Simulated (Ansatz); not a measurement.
# CH4AlI: a ladder of functionals and wavefunction methods

One table from this session's results is given with a row withheld; the runs are named, their logs left out.

Computed with Ansatz 0.2.0, Gaussian basis. Level: functionals in def2-TZVPP, the program's frozen cores in correlated methods.

Levels to be run: LDA (SPW92), PBE-D4, revPBE-D4, BLYP-D4, r2SCAN-D4, B97M-V, PBE0-D4, B3LYP-D4, r2SCANh-D4, r2SCAN0-D4, HSE06-D4, BHLYP-D4, CAM-B3LYP-D4, LC-ωPBE, ωB97X-V, ωB97M-V, B2PLYP, PBE-QIDH; CCSD(T)/def2-SVP; CCSD(T)/def2-TZVPP; MP2/def2-QZVPP; extrapolation to the limit; RPA on PBE.

## The geometry

An earlier PBE0-D4 in a triple-zeta def2 set relaxation fixed the geometry. I takes the def2 core potential; no spin-orbit term is included.

SMILES `[CH3][AlH][I]`, 7 atoms, charge 0, spin multiplicity 1.

Atoms are counted from 1 here; the program's logs count them from 0.

Bond lengths: C1–Al2 1.940 Å, C1–H4 1.095 Å, C1–H5 1.091 Å, C1–H6 1.095 Å, Al2–I3 2.483 Å, Al2–H7 1.580 Å. Angles: Al2–C1–H4 110.3°, Al2–C1–H5 112.7°, Al2–C1–H6 110.3°, H4–C1–H5 108.4°, H4–C1–H6 106.7°, H5–C1–H6 108.3°, C1–Al2–I3 119.5°, C1–Al2–H7 124.3°, I3–Al2–H7 116.2°.

Coordinates:

```csv
atom,x (Å),y (Å),z (Å)
C1,-0.7776,0.4668,-0.3206
Al2,0.9113,-0.3607,0.1564
I3,0.9614,-2.1126,1.9151
H4,-0.7276,1.5496,-0.1656
H5,-1.6159,0.0752,0.2578
H6,-0.9900,0.3114,-1.3836
H7,2.2995,0.0023,-0.5053
```

The first run:

The input, in.yaml:

```yaml
crystal:
  periodic: [false, false, false]
  atoms:
    - {symbol: C, position_ang: [-0.777628, 0.466760, -0.320613]}
    - {symbol: Al, position_ang: [0.911292, -0.360690, 0.156427]}
    - {symbol: I, position_ang: [0.961386, -2.112639, 1.915089]}
    - {symbol: H, position_ang: [-0.727610, 1.549637, -0.165599]}
    - {symbol: H, position_ang: [-1.615880, 0.075197, 0.257835]}
    - {symbol: H, position_ang: [-0.989986, 0.311423, -1.383612]}
    - {symbol: H, position_ang: [2.299526, 0.002311, -0.505328]}
basis:
  gaussian: {orbitals: def2-TZVPP}
hamiltonian: {xc: lda}
output: {orbitals: {seedname: orbitals}}
```

Steps of the session up to this table: LDA; PBE-D4 (GGA); revPBE-D4 (GGA); BLYP-D4 (GGA); r2SCAN-D4 (meta-GGA); B97M-V (meta-GGA); PBE0-D4 (hybrid); B3LYP-D4 (hybrid); r2SCANh-D4 (hybrid); r2SCAN0-D4 (hybrid); HSE06-D4 (hybrid); BHLYP-D4 (hybrid); CAM-B3LYP-D4 (range-separated); LC-ωPBE-D4 (range-separated; the results give it without D4); ωB97X-V (range-separated); ωB97M-V (range-separated); B2PLYP (double hybrid); PBE-QIDH (double hybrid).

One of the session's tables, all rows but one given; the rest of the session is left out.

It belongs to the step «Frontier levels by functional». 

```
  functional  HOMO (eV)  LUMO (eV)  gap (eV)
 LDA (SPW92)      -6.49      -2.41      4.09
      PBE-D4      -6.36      -2.16      4.20
   revPBE-D4      -6.32      -2.05      4.26
     BLYP-D4      -6.19      -2.03      4.16
   r2SCAN-D4      -6.65      -1.86      4.79
      B97M-V      -6.67      -1.98      4.68
     PBE0-D4      -7.49      -1.42      6.07
    B3LYP-D4      -7.24      -1.61      5.63
  r2SCANh-D4      -7.06      -1.61      5.45
  r2SCAN0-D4      -7.68      -1.25      6.43
    HSE06-D4      -7.10      -1.79      5.31
    BHLYP-D4      -8.45      -0.64      7.80
CAM-B3LYP-D4      -8.73      -0.49      8.24
     LC-ωPBE     -10.07       0.57     10.64
     ωB97X-V      -9.73       0.46     10.19
     ωB97M-V          ?          ?         ?
```

Q: Estimate the row for ωB97M-V from the others.

**Answer.** HOMO (eV): -9.60; LUMO (eV): 0.20; gap (eV): 9.80. In the column «HOMO (eV)» it lies between ωB97X-V (-9.73) and CAM-B3LYP-D4 (-8.73).
